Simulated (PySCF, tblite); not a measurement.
**C₄H₁₀NOSi₂ radical: geometry, infrared bands and EPR parameters**

What infrared bands and EPR parameters should C₄H₁₀NOSi₂ radical (`[H]/[C]=C(\OC=C)N([SiH3])[SiH3]`) show?

Computed with tblite 0.8.0 and PySCF 2.14.0, with density-fitted response routines of our own, on a single molecule in the gas phase. Atoms count from 0, in the outputs and in this text.

**1. Starting geometry**

18 atoms, charge 0, multiplicity 2; geometry from: force field or distance geometry start.

Bonds of the start (Å): C0–C1 1.30, C1–O2 1.40, O2–C3 1.36, C3–C4 1.33, C1–N5 1.39, N5–Si6 1.72, N5–Si7 1.70, C0–H8 1.06, C3–H9 1.10, C4–H10 1.09, C4–H11 1.08, Si6–H12 1.50, Si6–H13 1.48, Si6–H14 1.49, Si7–H15 1.48, Si7–H16 1.49, Si7–H17 1.49.

**2. Relaxing the molecule with GFN2-xTB**

Job settings and geometry (Å):

```
{"job": {"kind": "relax", "xc": "GFN2-xTB", "basis": "xTB"}, "charge": 0, "multiplicity": 2}
C      0.028300    -1.683400    -1.102900
C      0.068900    -0.526100    -0.502200
O      1.331500     0.070200    -0.426800
C      2.355900    -0.572800     0.188400
C      3.596500    -0.091700     0.217100
N     -1.071700     0.169900    -0.117700
Si    -1.094300     1.755100     0.543700
Si    -2.691600    -0.342700    -0.134100
H     -0.008200    -2.619400    -1.607100
H      2.078400    -1.505700     0.692300
H      3.827700     0.843900    -0.289300
H      4.395400    -0.618200     0.718100
H     -1.425900     1.675200     2.003500
H      0.235000     2.396800     0.398800
H     -2.086100     2.617000    -0.156000
H     -3.483600     0.480000    -1.078400
H     -3.285800    -0.276600     1.226400
H     -2.779100    -1.765100    -0.585400
```

The run is started by

```bash
> OMP_NUM_THREADS=1 python probes_run.py task.json out
```

The driver reads the jobs from task.json and runs them one after another.

**Question.** This job is followed by: GFN2-xTB harmonic vibrations, gas phase; UKS B3LYP, pcH-1 on C H N O Si, non-relativistic, mean-field spin-orbit, GIAO. Predict these results of the whole session: strongest single infrared mode (GFN2-xTB); zero-point energy (GFN2-xTB); g(iso) (B3LYP); ⟨S²⟩; largest a(iso) (averaged by class); surface potential, 1st and 99th percentile.

**Answer**, as computed:

```
                                 quantity                  value
strongest single infrared mode (GFN2-xTB)  1469 cm⁻¹, 695 km/mol
             zero-point energy (GFN2-xTB)          74.4 kcal/mol
                           g(iso) (B3LYP)                2.00324
                                     ⟨S²⟩     0.756 (exact 0.75)
       largest a(iso) (averaged by class)    13C on C0, 70.7 MHz
    surface potential, 1st and 99th percentile     -0.88 V and 1.45 V
```

What this shows: Over 199 steps the energy fell by 1.035 eV; of the close pairs, C0–Si7 changed most, 3.183 to 2.014 Å. No mode is imaginary among the 48: a minimum at this level. The strongest single mode, at 1469 cm⁻¹, moves mainly C1. Unscaled tight-binding wavenumbers are off by several per cent, some by more. Its intensities can rank the bands wrongly. C0 carries the largest spin population, 0.64 e. The isotropic g lies 0.9 ppt above the free-electron value.
